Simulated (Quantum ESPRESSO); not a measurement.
TaVN2:

```
CELL_PARAMETERS angstrom
3.04987 0.00000 0.00000
0.00000 3.04987 0.00000
0.00000 0.00000 4.29606
ATOMIC_POSITIONS crystal
Ta 0.00000 0.00000 0.00000
V 0.50000 0.50000 0.50000
N 0.50000 0.50000 0.00000
N 0.00000 0.00000 0.50000
```

The cell comes from a database or a generator and needn't be the stable form of this composition.

Base run:

- Program: Quantum ESPRESSO 7.5
- Functional: LDA
- Potentials or basis: GBRV 1.5 LDA
- Cutoff: 762 eV
- Density cutoff: 6095 eV
- k mesh: 9 × 9 × 6
- Occupations: fermi-dirac, width 0.05 eV
- Spin: collinear spin, ferromagnetic start
- Starting moments: [0.0, 2.0, 0.0, 0.0] μB

Its results: band gap on the k mesh none (metal or under the smearing width); pressure -19.2 GPa; net moment 0.00 μB per cell.

Q: The run is repeated on the same cell with these changes: functional from LDA to PBEsol; potentials or basis from GBRV 1.5 LDA to GBRV 1.5 PBEsol. What comes out?

A: Band gap on the k mesh none (metal or under the smearing width); pressure -11.2 GPa; net moment 0.90 μB per cell; site moments Ta -0.03; V +0.74; N +0.01, +0.02 μB.

Caveats: spin-orbit coupling is left out, which moves the levels of the heavy elements; so large a pressure means that the cell lies far from this level's equilibrium, or that cutoff or potentials fall short (some runs).
